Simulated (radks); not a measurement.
# Exchange and kinetic functionals tested on atomic densities: Sb³⁺, Gd³⁺, Lu⁺, Tc²⁺, Ag

Aim: take each self-consistent density and evaluate many functionals on it, against the exact exchange and kinetic energies of the same orbitals. Every spin shell is full or empty, so the densities are truly spherical.

Program: radks (a radial shooting solver on a logarithmic mesh, Libxc functionals) version 1. Level of theory: non-relativistic Kohn-Sham, PBE, spin-polarised, spherical densities, point nucleus; open shells are filled with parallel spins first. These are calculated values, not measurements, unless marked.

### Step 1. The atom as given

* species: Sb³⁺ ([Kr] 4d10 5s2), Gd³⁺ ([Xe] 4f7), Lu⁺ ([Xe] 4f14 6s2), Tc²⁺ ([Kr] 4d5), Ag ([Kr] 4d10 5s1)

### Step 2. Sb³⁺, [Kr] 4d10 5s2

Input:

```text
Z 51
configuration [Kr] 4d10 5s2
relativity non-relativistic
functional pbe,pbe
spin polarised
nucleus point
```

### Step 3. Gd³⁺, [Xe] 4f7

Input:

```text
Z 64
configuration [Xe] 4f7
relativity non-relativistic
functional pbe,pbe
spin polarised
nucleus point
```

### Step 4. Lu⁺, [Xe] 4f14 6s2

Input:

```text
Z 71
configuration [Xe] 4f14 6s2
relativity non-relativistic
functional pbe,pbe
spin polarised
nucleus point
```

### Step 5. Tc²⁺, [Kr] 4d5

Input:

```text
Z 43
configuration [Kr] 4d5
relativity non-relativistic
functional pbe,pbe
spin polarised
nucleus point
```

### Step 6. Ag, [Kr] 4d10 5s1

Input:

```text
Z 47
configuration [Kr] 4d10 5s1
relativity non-relativistic
functional pbe,pbe
spin polarised
nucleus point
```

**Question.** What will these runs give? Wanted: for each run, error in magnitude; Sb³⁺; Gd³⁺; Lu⁺; Tc²⁺; Ag.

As calculated:

| error in magnitude (%) | Sb³⁺ | Gd³⁺ | Lu⁺ | Tc²⁺ | Ag |
| --- | --- | --- | --- | --- | --- |
| exchange, LDA | -4.83 | -4.21 | -3.81 | -5.20 | -4.93 |
| exchange, PBE | -0.42 | -0.28 | -0.12 | -0.45 | -0.38 |
| exchange, PBEsol | -2.25 | -1.92 | -1.67 | -2.41 | -2.27 |
| exchange, RPBE | -0.23 | -0.13 | +0.02 | -0.23 | -0.18 |
| exchange, APBE | +0.31 | +0.38 | +0.51 | +0.33 | +0.37 |
| exchange, TPSS | -0.29 | -0.27 | -0.17 | -0.23 | -0.22 |
| exchange, revTPSS | -0.92 | -0.82 | -0.69 | -0.90 | -0.86 |
| exchange, Tao-Mo | -0.81 | -0.73 | -0.61 | -0.77 | -0.75 |
| exchange, TASK | -2.22 | -1.97 | -1.80 | -2.32 | -2.26 |
| kinetic, Thomas-Fermi | -5.26 | -4.99 | -4.86 | -5.53 | -5.39 |
| kinetic, von Weizsacker | -58.69 | -61.70 | -63.10 | -56.28 | -57.59 |
| kinetic, TF + vW/9 | -0.67 | -0.73 | -0.76 | -0.67 | -0.67 |
| kinetic, TF + vW/5 | +3.00 | +2.67 | +2.52 | +3.21 | +3.10 |
| kinetic, LC94 | +0.07 | -0.01 | -0.05 | +0.08 | +0.08 |
| kinetic, APBEK | +0.13 | +0.03 | -0.01 | +0.14 | +0.13 |
| kinetic, Perdew 92 | -0.66 | -0.73 | -0.75 | -0.66 | -0.66 |
| kinetic, LKT | +19.06 | +17.38 | +16.61 | +20.38 | +19.65 |
| kinetic, PG1 | +14.97 | +13.58 | +12.95 | +16.05 | +15.45 |

What this shows: Negative means that the magnitude is too small. For exchange the mean absolute error is least for RPBE (0.16 %) and largest for LDA (4.59 %). Among the orbital-free kinetic functionals LC94 (0.06 %) does best and von Weizsacker (59.47 %) worst. The functionals are evaluated on one density each, not self-consistently.
